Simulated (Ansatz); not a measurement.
**HfW (element-swapped structure): how the settings move a single-point run**

Aim: see which settings change the result for HfW (element-swapped structure), by how much, and at what cost.

Program: Ansatz 0.2.0. Level of theory: reference: DFT r2SCAN, plane waves, PAW, scalar-relativistic, no spin polarisation. These are calculated values, not measurements.

### 1 Starting point

Symmetry: P-6m2, No. 187, hexagonal system. The conventional cell has a = 3.412 Å, b = 3.412 Å, c = 3.323 Å, α = 90.00°, β = 90.00°, γ = 120.00°. W (site symmetry -6m2) has 6 Hf at 2.58 Å as nearest neighbours. Hf (site symmetry -6m2) has 6 W at 2.58 Å as nearest neighbours.

As a file:

```cif
data_structure
_symmetry_space_group_name_H-M 'P 1'
_symmetry_Int_Tables_number 1
_cell_length_a 3.4121
_cell_length_b 3.4121
_cell_length_c 3.3232
_cell_angle_alpha 90.000
_cell_angle_beta 90.000
_cell_angle_gamma 60.000
_cell_volume 33.51
loop_
_atom_site_label
_atom_site_type_symbol
_atom_site_fract_x
_atom_site_fract_y
_atom_site_fract_z
_atom_site_occupancy
W1 W 0.00000 0.00000 0.00000 1
Hf1 Hf 0.66670 0.66660 0.50000 1
```

### 2 The reference run

input.yaml

```yaml
crystal:
  lattice:
    - [1.70603666, 2.95494023, 0.0]
    - [-1.70603666, 2.95494023, 0.0]
    - [0.0, 0.0, 3.32323411]
  atoms:
    - { symbol: W, position: [0.0, 0.0, 0.0] }
    - { symbol: Hf, position: [0.6667, 0.6666, 0.5] }
  symmetry: { tolerance: 0.0003 }
kpoints:
  mp_grid: { grid: [6, 6, 5], shift: [0, 0, 0] }
magnetization:
  spin_polarized: false
scf:
  occupations: { method: fermi_dirac, width: 0.0118 }
hamiltonian:
  pseudopotentials: { kind: paw }
  xc: r2scan
basis:
  ecutwfc: 500
output:
  forces: true
  stress: true
  eigenvalues: true
  write_density: true
  write_potential: true
  elf: true
  volumetric_format: npy
```

The run is started by

```sh
$ ansatz run input.yaml --threads 1 --pin off --max-ram 2560MiB --backend cpu --events-out ev --progress --plain --runs-dir out
```

### 3 Variant: mp_grid.grid [9, 9, 8]

Changes to input.yaml since step 2:

```diff
@@ -10,3 +10,3 @@
 kpoints:
-  mp_grid: { grid: [6, 6, 5], shift: [0, 0, 0] }
+  mp_grid: { grid: [9, 9, 8], shift: [0, 0, 0] }
 magnetization:
@@ -24,5 +24 @@
   eigenvalues: true
-  write_density: true
-  write_potential: true
-  elf: true
-  volumetric_format: npy
```

### 4 Changed: spin_polarized true

Changes to input.yaml since step 2:

```diff
@@ -12,3 +12,3 @@
 magnetization:
-  spin_polarized: false
+  spin_polarized: true
 scf:
@@ -24,5 +24 @@
   eigenvalues: true
-  write_density: true
-  write_potential: true
-  elf: true
-  volumetric_format: npy
```

### 5 Changing settings: symmetry.detect false, tolerance left out

Changes to input.yaml since step 2:

```diff
@@ -8,3 +8,3 @@
     - { symbol: Hf, position: [0.6667, 0.6666, 0.5] }
-  symmetry: { tolerance: 0.0003 }
+  symmetry: { detect: false }
 kpoints:
@@ -24,5 +24 @@
   eigenvalues: true
-  write_density: true
-  write_potential: true
-  elf: true
-  volumetric_format: npy
```

### 6 Variant: ecutrho_ratio 4, accuracy low

Changes to input.yaml since step 2:

```diff
@@ -20,2 +20,3 @@
   ecutwfc: 500
+  ecutrho_ratio: 4
 output:
@@ -28 +29,2 @@
   volumetric_format: npy
+accuracy: low
```

Before running it: what results should come out? Wanted: for each run, ending; energy change; pressure; gap; abs. moment; force.

The runs gave:

```tsv
run	ending	energy change	pressure (GPa)	gap (eV)	abs. moment (μB)	force (eV/Å)	cycles	time
reference	converged	0	40.4	0.00	0.00	0.00	7	5.1 s
1: mp_grid.grid [9, 9, 8]	converged	-47.6 meV/atom	39.0	0.00	0.00	0.00	7	9.5 s
2: spin_polarized true	converged	-2.0 meV/atom	40.5	-	0.26	0.00	16	16 s
3: symmetry.detect false, tolerance left out	converged	0.0 meV/atom	40.4	0.00	0.00	0.00	7	15 s
4: ecutrho_ratio 4, accuracy low	converged	0.0 meV/atom	40.4	0.00	0.00	0.00	7	5 s
```

Times don't compare one to one where runs were asked for different outputs or read a saved state (see the inputs); cycles may leave out searches for a lower state.

Residual by cycle in the longest SCF loop of each run; runs are numbered as in the table. The quantity is the density residual dr2, in eV.

```tsv
cycle	reference	run 1	run 2	run 3	run 4
1	0.0143	0.0125	9.59	0.0143	0.0143
2	0.00295	0.0104	0.687	0.00296	0.00295
4	4.2e-5	3.8e-4	0.0992	4.3e-5	4.2e-5
5	5.0e-5	4.4e-5	0.0382	5.6e-5	5.0e-5
6	1.2e-6	1.5e-6	0.00334	1.1e-6	1.2e-6
8	-	-	3.0e-4	-	-
9	-	-	1.6e-4	-	-
11	-	-	2.8e-7	-	-
12	-	-	1.0e-8	-	-
13	-	-	1.9e-8	-	-
15	-	-	5.4e-11	-	-
16	-	-	2.2e-11	-	-
```

What this shows: Of the converged runs whose energies compare with the reference's, «mp_grid.grid [9, 9, 8]» moves the energy most (-47.6 meV/atom). The structure is not at rest: the sound run finds 40 GPa, so these are no properties of the relaxed crystal. 

The reference is no final answer either: it is run without spin, though an odd electron count or open d shells could carry moments; its mesh is coarse for a cell with so small a gap or none; the structure is made up and not relaxed.
